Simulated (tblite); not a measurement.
# CH8Ge2O2P: the cost of one run

Programs: tblite 0.8.0 and PySCF 2.14.0, with density-fitted response routines of our own. Each step states its level of theory. These are calculated values for one molecule in the gas phase, unless marked as measured. Atoms are numbered from 0 throughout.

## Step 1: The starting structure

14 atoms, charge 0, multiplicity 2; geometry from: force field or distance geometry start.

Bonds of the start (Å): C0–O1 1.40, O1–Ge2 1.82, Ge2–P3 2.24, Ge2–O4 1.77, O4–Ge5 1.78, C0–H6 1.11, C0–H7 1.09, C0–H8 1.11, Ge2–H9 1.56, P3–H10 1.40, Ge5–H11 1.54, Ge5–H12 1.57, Ge5–H13 1.55.

## Step 2: Geometry optimisation with GFN2-xTB

What the job is given:

```
{"job": {"kind": "relax", "xc": "GFN2-xTB", "basis": "xTB"}, "charge": 0, "multiplicity": 2}
C     -2.673900    -0.525400    -0.359000
O     -1.599600     0.213800    -0.865100
Ge    -0.238500    -0.084600     0.300900
P      0.483200     1.893400     1.072300
O      1.012700    -0.980900    -0.571200
Ge     2.566500    -0.176500    -0.246500
H     -2.295700    -1.321300     0.310500
H     -3.249500    -1.001600    -1.157800
H     -3.315700     0.125500     0.274000
H     -0.808900    -0.874000     1.521400
H      1.179800     2.568900     0.058000
H      2.489100     1.237200    -0.853700
H      2.706700    -0.070400     1.311700
H      3.743000    -1.004500    -0.817800
```

The run is started by

```console
$ OMP_NUM_THREADS=1 python probes_run.py task.json out
```

One launch serves the whole session: the jobs run in the order shown.

Q: Estimate the wall time of this first job on 1 thread of Arm Neoverse V1, shared host.

About 1.3 s.
